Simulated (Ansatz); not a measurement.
# C2H6Bi radical: energies up the ladder

The task, for C2H6Bi radical: energies up the ladder. Spin multiplicity 2.

Program: Ansatz 0.2.0. Level of theory: the levels named in each step. These are calculated values, not measurements.

## 1. The system as given

Bond lengths: C1–Bi2 2.280 Å, Bi2–C3 2.280 Å, C1–H4 1.083 Å, C1–H5 1.083 Å, C1–H6 1.081 Å, C3–H7 1.081 Å, C3–H8 1.083 Å, C3–H9 1.083 Å. Angles: C1–Bi2–C3 93.4°, Bi2–C1–H4 110.3°, Bi2–C1–H5 110.2°, Bi2–C1–H6 109.3°, H4–C1–H5 108.8°, H4–C1–H6 109.1°, H5–C1–H6 109.1°, Bi2–C3–H7 109.3°, Bi2–C3–H8 110.2°, Bi2–C3–H9 110.3°, H7–C3–H8 109.1°, H7–C3–H9 109.1°, H8–C3–H9 108.8°.

Structure file:

```xyz
9

C     1.5983   -0.7632    1.2115
Bi    0.0086    0.1005   -0.1764
C    -1.7140   -0.5834    1.1518
H     2.0930   -1.6027    0.7396
H     2.3388   -0.0096    1.4479
H     1.1300   -1.0978    2.1260
H    -1.3289   -1.2175    1.9374
H    -2.4376   -1.1401    0.5698
H    -2.2074    0.2714    1.5969
```

## 2. A rough first relaxation, PBE-D4/def2-SVP

Contents of input.yaml:

```yaml
crystal:
  periodic: [false, false, false]
  atoms:
    - { symbol: C, position_ang: [1.59826, -0.76319, 1.21151] }
    - { symbol: Bi, position_ang: [0.00863, 0.10053, -0.17642] }
    - { symbol: C, position_ang: [-1.71398, -0.58343, 1.15175] }
    - { symbol: H, position_ang: [2.09297, -1.60274, 0.73956] }
    - { symbol: H, position_ang: [2.33877, -0.00956, 1.44787] }
    - { symbol: H, position_ang: [1.12995, -1.09784, 2.12599] }
    - { symbol: H, position_ang: [-1.32892, -1.21751, 1.9374] }
    - { symbol: H, position_ang: [-2.43757, -1.14011, 0.56978] }
    - { symbol: H, position_ang: [-2.20737, 0.27141, 1.59689] }
magnetization:
  spin_polarized: true
  initial_magnetization: 1
basis:
  gaussian: { orbitals: def2-SVP }
hamiltonian:
  xc: pbe
  dispersion: d4
relax:
  f_tol: 0.03
  max_steps: 200
```

Launch:

```console
$ ansatz run input.yaml --threads 4 --pin off --max-ram 10240MiB --backend cpu --events-out ev --progress --plain --runs-dir out
```

The runs that follow: Relaxation, PBE0-D4/def2-TZVPP; Frequencies, PBE0-D4/def2-TZVPP; Single point, PBE-D4/def2-TZVPP; Single point, r2SCAN-D4/def2-TZVPP; Single point, B3LYP-D4/def2-TZVPP; Single point, wB97M-V/def2-TZVPP; Single point, B2PLYP/def2-TZVPP; Single point, LDA/def2-TZVPP; Single point, PBE0-D4/def2-SVP; Single point, PBE-D4/def2-SVP.

**Question.** What will these runs give? Wanted: C1–Bi2 at PBE0-D4/def2-TZVPP; Bi2–C3 at PBE0-D4/def2-TZVPP; frequencies at PBE0-D4/def2-TZVPP; energy at PBE-D4/def2-SVP.

**Answer**, as computed:

```
                         quantity            value
     C1–Bi2 at PBE0-D4/def2-TZVPP          2.257 Å
     Bi2–C3 at PBE0-D4/def2-TZVPP          2.257 Å
frequencies at PBE0-D4/def2-TZVPP  86 to 3169 cm⁻¹
        energy at PBE-D4/def2-SVP     -8007.701 eV
```

**Reading.** No mode is imaginary, so the geometry is a minimum. These totals serve in differences with atoms or fragments at the same level; alone they don't rank the methods. Heavy atoms carry effective core potentials in def2 sets, and spin-orbit coupling is left out.
